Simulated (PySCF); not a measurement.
# C₁₀H₁₈O₂: NMR shifts at several levels of theory, part 2 of 2

PySCF 2.14.0. Atoms count from 0. The steps go on from the part before.

## (6) Nuclear shieldings: KT2/pcSseg-1

What the job is given:

```
{"job": {"kind": "nmr", "xc": "KT2", "basis": "pcSseg-1", "pop": false}, "charge": 0, "multiplicity": 1}
C      3.622210     0.410586    -0.947698
C      2.651688    -0.143591    -0.211739
C      2.940742    -1.248872     0.762065
C      1.221195     0.331703    -0.335848
C      0.723922     1.026366     0.940382
C     -0.715964     1.506919     0.794897
C     -1.673730     0.385176     0.390181
C     -1.873842    -0.636660     1.502316
O     -2.938243     0.912483     0.008329
C     -1.154972    -0.263067    -0.902013
O     -2.002938    -1.294681    -1.321998
C      0.259158    -0.786541    -0.751993
H      3.406936     1.210842    -1.662067
H      4.662607     0.083055    -0.863465
H      2.613062    -0.987631     1.781654
H      4.015065    -1.475872     0.800082
H      2.408896    -2.174282     0.486880
H      1.205018     1.089706    -1.138903
H      0.801282     0.334666     1.795871
H      1.385418     1.875806     1.173239
H     -0.775373     2.285213     0.015539
H     -1.066833     1.972037     1.732748
H     -2.493932    -1.466509     1.137043
H     -2.376660    -0.164921     2.363060
H     -0.925240    -1.054677     1.866009
H     -3.393481     1.212613     0.802060
H     -1.144697     0.554505    -1.653919
H     -2.892329    -0.916694    -1.302620
H      0.259590    -1.604209    -0.012798
H      0.577662    -1.228058    -1.709043
```

With the program's defaults for keys left out, this is: GIAO KT2/pcSseg-1 NMR shielding, non-relativistic, gas phase.

Standard output:

```text
coarse grid: 24192 points
cycle   1  E = -551.0158576549  dE =  1.286e+00  |g| = 1.127e+00  |ddm| = 4.932e+00
cycle   2  E = -550.5257082443  dE =  4.901e-01  |g| = 1.905e+00  |ddm| = 3.924e+00
cycle   3  E = -551.2731758267  dE = -7.475e-01  |g| = 2.220e-01  |ddm| = 3.081e+00
cycle   4  E = -551.2827176825  dE = -9.542e-03  |g| = 8.722e-02  |ddm| = 3.377e-01
cycle   5  E = -551.2844820506  dE = -1.764e-03  |g| = 1.975e-02  |ddm| = 1.093e-01
cycle   6  E = -551.2845572001  dE = -7.515e-05  |g| = 8.398e-03  |ddm| = 3.252e-02
cycle   7  E = -551.2845739099  dE = -1.671e-05  |g| = 1.710e-03  |ddm| = 1.023e-02
cycle   8  E = -551.2845742875  dE = -3.777e-07  |g| = 1.057e-03  |ddm| = 2.968e-03
final grid: 231192 points
cycle   9  E = -551.3659595326  dE = -4.982e-04  |g| = 1.906e-02  |ddm| = 1.143e-01
cycle  10  E = -551.3657929526  dE =  1.666e-04  |g| = 3.108e-02  |ddm| = 5.014e-02
cycle  11  E = -551.3660345840  dE = -2.416e-04  |g| = 6.915e-03  |ddm| = 3.722e-02
cycle  12  E = -551.3660474617  dE = -1.288e-05  |g| = 1.086e-03  |ddm| = 7.235e-03
cycle  13  E = -551.3660477143  dE = -2.525e-07  |g| = 4.245e-04  |ddm| = 1.525e-03
cycle  14  E = -551.3660477579  dE = -4.366e-08  |g| = 9.390e-05  |ddm| = 5.709e-04
cycle  15  E = -551.3660477599  dE = -1.932e-09  |g| = 3.074e-05  |ddm| = 1.406e-04
cycle  16  E = -551.3660477600  dE = -1.671e-10  |g| = 9.405e-06  |ddm| = 4.451e-05
converged SCF energy = -551.3660477600

GIAO shielding tensors (ppm)
atom      isotropic    diamagn.    paramagn.     s11        s22        s33       span
  0 C       74.482     249.785    -175.303    -13.462    106.060    130.847    144.309
  1 C       34.532     259.254    -224.722    -77.509     30.238    150.866    228.374
  2 C      164.173     247.140     -82.968    153.131    155.951    183.436     30.304
  3 C      132.037     251.167    -119.130    119.505    125.755    150.851     31.346
  4 C      149.148     251.601    -102.454    135.339    149.098    163.006     27.668
  5 C      140.740     249.847    -109.107    125.541    134.971    161.707     36.166
  6 C      109.616     251.885    -142.268     89.627     99.384    139.838     50.211
  7 C      163.393     249.010     -85.617    145.913    160.284    183.982     38.070
  8 O      231.085     389.754    -158.670    173.871    241.716    277.667    103.796
  9 C      105.871     245.340    -139.469     93.172     96.249    128.192     35.020
 10 O      283.884     386.789    -102.904    250.428    277.056    324.169     73.741
 11 C      145.708     250.596    -104.888    130.551    144.527    162.046     31.495
 12 H       26.189      32.133      -5.943     23.117     24.536     30.915      7.799
 13 H       26.385      27.726      -1.341     23.616     24.575     30.964      7.348
 14 H       29.350      29.669      -0.319     24.357     30.166     33.528      9.171
 15 H       29.656      26.590       3.066     25.747     27.964     35.257      9.510
 16 H       29.270      29.498      -0.228     24.317     29.863     33.630      9.313
 17 H       29.075      36.833      -7.758     25.737     28.044     33.443      7.707
 18 H       29.640      33.987      -4.348     25.852     29.929     33.139      7.287
 19 H       29.799      32.055      -2.256     24.745     29.075     35.578     10.832
 20 H       29.678      32.827      -3.148     26.144     28.787     34.103      7.959
 21 H       29.768      32.382      -2.614     25.889     28.579     34.836      8.947
 22 H       29.372      30.821      -1.449     24.883     28.932     34.302      9.419
 23 H       31.129      31.254      -0.125     27.899     28.607     36.881      8.983
 24 H       29.656      32.125      -2.470     24.571     29.724     34.672     10.100
 25 H       31.290      33.406      -2.116     23.531     28.314     42.026     18.495
 26 H       27.509      33.591      -6.082     24.032     28.743     29.751      5.720
 27 H       29.215      32.944      -3.729     18.219     28.855     40.572     22.352
 28 H       29.789      34.035      -4.245     26.950     29.749     32.669      5.720
 29 H       29.450      32.274      -2.824     24.711     29.087     34.553      9.842
```

Wall time 2.9 min (8 threads of Intel Xeon at 2.50GHz (Skylake/Cascade Lake), shared host).

This run: δ C1 148.7, C0 108.7, C9 77.3, C6 73.6, H12 4.99, H13 4.79 ppm.

## (7) NMR shieldings: HF/pcSseg-1

Settings changed since step 6:

```diff
@@ -1,2 +1,2 @@
-{"job": {"kind": "nmr", "xc": "KT2", "basis": "pcSseg-1", "pop": false}, "charge": 0, "multiplicity": 1}
+{"job": {"kind": "nmr", "xc": "HF", "basis": "pcSseg-1", "pop": false}, "charge": 0, "multiplicity": 1}
 C      3.622210     0.410586    -0.947698
```

With the program's defaults for keys left out, this is: GIAO HF/pcSseg-1 NMR shielding, non-relativistic, gas phase.

Standard output:

```text
final grid: 231192 points
cycle   1  E = -538.5836135100  dE =  2.906e+00  |g| = 8.404e-01  |ddm| = 4.731e+00
cycle   2  E = -538.7409296619  dE = -1.573e-01  |g| = 4.486e-01  |ddm| = 1.015e+00
cycle   3  E = -538.7783165222  dE = -3.739e-02  |g| = 1.121e-01  |ddm| = 4.675e-01
cycle   4  E = -538.7819026652  dE = -3.586e-03  |g| = 1.499e-02  |ddm| = 1.411e-01
cycle   5  E = -538.7819757852  dE = -7.312e-05  |g| = 4.255e-03  |ddm| = 2.695e-02
cycle   6  E = -538.7819818930  dE = -6.108e-06  |g| = 1.540e-03  |ddm| = 7.252e-03
cycle   7  E = -538.7819827662  dE = -8.732e-07  |g| = 3.945e-04  |ddm| = 2.893e-03
cycle   8  E = -538.7819828352  dE = -6.899e-08  |g| = 1.502e-04  |ddm| = 8.500e-04
cycle   9  E = -538.7819828438  dE = -8.552e-09  |g| = 3.155e-05  |ddm| = 2.878e-04
cycle  10  E = -538.7819828443  dE = -5.430e-10  |g| = 1.142e-05  |ddm| = 7.126e-05
converged SCF energy = -538.7819828443

GIAO shielding tensors (ppm)
atom      isotropic    diamagn.    paramagn.     s11        s22        s33       span
  0 C       72.732     251.221    -178.489    -44.629    119.242    143.583    188.212
  1 C       32.522     259.706    -227.184   -111.832     41.373    168.026    279.858
  2 C      173.269     241.011     -67.742    162.152    168.210    189.446     27.294
  3 C      150.390     245.663     -95.273    138.209    144.896    168.065     29.856
  4 C      164.134     247.098     -82.964    150.651    166.566    175.185     24.534
  5 C      154.783     245.308     -90.525    142.556    149.990    171.803     29.247
  6 C      128.141     247.066    -118.925    110.202    118.206    156.014     45.812
  7 C      170.854     245.150     -74.296    155.116    168.229    189.218     34.102
  8 O      268.630     393.186    -124.556    215.631    288.669    301.588     85.957
  9 C      124.024     241.300    -117.276    113.234    116.249    142.588     29.354
 10 O      315.396     390.391     -74.995    277.709    300.375    368.104     90.395
 11 C      159.393     246.370     -86.978    144.370    159.085    174.722     30.352
 12 H       26.590      31.734      -5.145     23.032     24.299     32.438      9.406
 13 H       26.706      28.938      -2.232     23.496     24.403     32.218      8.722
 14 H       30.060      28.365       1.695     24.701     30.788     34.690      9.988
 15 H       29.952      28.021       1.931     25.125     28.138     36.592     11.468
 16 H       29.927      28.141       1.786     24.592     30.455     34.733     10.141
 17 H       30.043      35.997      -5.954     25.749     29.169     35.211      9.462
 18 H       30.551      32.821      -2.269     26.347     30.612     34.695      8.348
 19 H       30.700      32.500      -1.799     25.039     29.424     37.638     12.600
 20 H       30.404      32.290      -1.886     26.388     29.050     35.776      9.388
 21 H       30.564      32.711      -2.147     25.987     28.987     36.717     10.730
 22 H       29.888      30.154      -0.266     24.980     28.969     35.714     10.734
 23 H       31.383      31.363       0.021     27.446     28.444     38.259     10.813
 24 H       30.485      30.625      -0.140     25.093     30.493     35.871     10.778
 25 H       31.338      33.393      -2.056     22.289     27.482     44.242     21.953
 26 H       28.673      32.961      -4.288     25.119     29.314     31.586      6.468
 27 H       29.456      32.617      -3.161     17.668     28.353     42.346     24.678
 28 H       30.521      32.632      -2.112     26.821     30.819     33.921      7.100
 29 H       30.224      32.307      -2.083     24.632     29.699     36.340     11.708
```

Wall time 2.2 min (8 threads of Intel Xeon at 2.50GHz (Skylake/Cascade Lake), shared host).

This run: δ C1 158.3, C0 118.1, C9 66.8, C6 62.7, H12 5.10, H13 4.98 ppm.

## (8) Comparing the runs: NMR shifts

Shifts (ppm) of some atoms, chosen among heavy atoms and hydrogens apart, with basis size and wall time:

```
             run    C9    C6    C3   H26   H17     O8   O10  functions     time
   PBE0/pcSseg-1  75.7  71.9  48.5  3.46  1.99   90.8  38.6        294  6.1 min
    PBE/pcSseg-1  79.2  75.1  52.0  3.68  2.13  103.2  49.4        294  3.7 min
wB97X-D/pcSseg-1  75.6  72.2  47.5  3.41  1.91   85.5  34.6        294    4 min
    KT2/pcSseg-1  77.3  73.6  51.2  3.67  2.10   99.6  46.8        294  2.9 min
     HF/pcSseg-1  66.8  62.7  40.5  3.01  1.64   64.7  17.9        294  2.2 min
```

## (9) Summary of results

This closing draws on all 2 parts.

```
                                                              quantity                                                                                   value
                                                           point group                                                                                      C1
                                  rotational constants (main isotopes)                                                                    1.72, 0.57, 0.53 GHz
                                ¹³C shifts against TMS (PBE0/pcSseg-1)                        158.6, 118.5, 75.7, 71.9, 48.5, 41.0, 35.7, 31.4, 20.4, 19.2 ppm
¹H shifts against TMS (PBE0/pcSseg-1, means over atoms taken as alike)  5.17, 5.00, 3.46, 1.99, 1.96, 1.73, 1.62, 1.42, 1.37, 1.30, 1.30, 1.21, 1.10, 0.01 ppm
                                ¹⁷O shifts against H2O (PBE0/pcSseg-1)                                                                          90.8, 38.6 ppm
                                              range of the shift of O8                                                                       64.7 to 103.2 ppm
```

In words: Single values in the summary come from the first sound run of each kind (PBE0/pcSseg-1), which need not be the best level. The optimisation took 7 steps and gained 0.080 eV; among the close pairs (by a distance rule), C0–H12 changed most, from 1.077 to 1.094 Å. No frequency check was run at this level, so the end point may be a saddle. C1 (fully substituted alkene carbon) lies farthest downfield among carbon, at 158.6 ppm; an sp2 carbon of a C=C bond. At PBE0/pcSseg-1: The widest tensor belongs to C1: span 257 ppm, with a paramagnetic part of -233 ppm. Across the 5 runs the shift of O8 moves most, between 64.7 (HF/pcSseg-1) and 103.2 ppm (PBE/pcSseg-1).
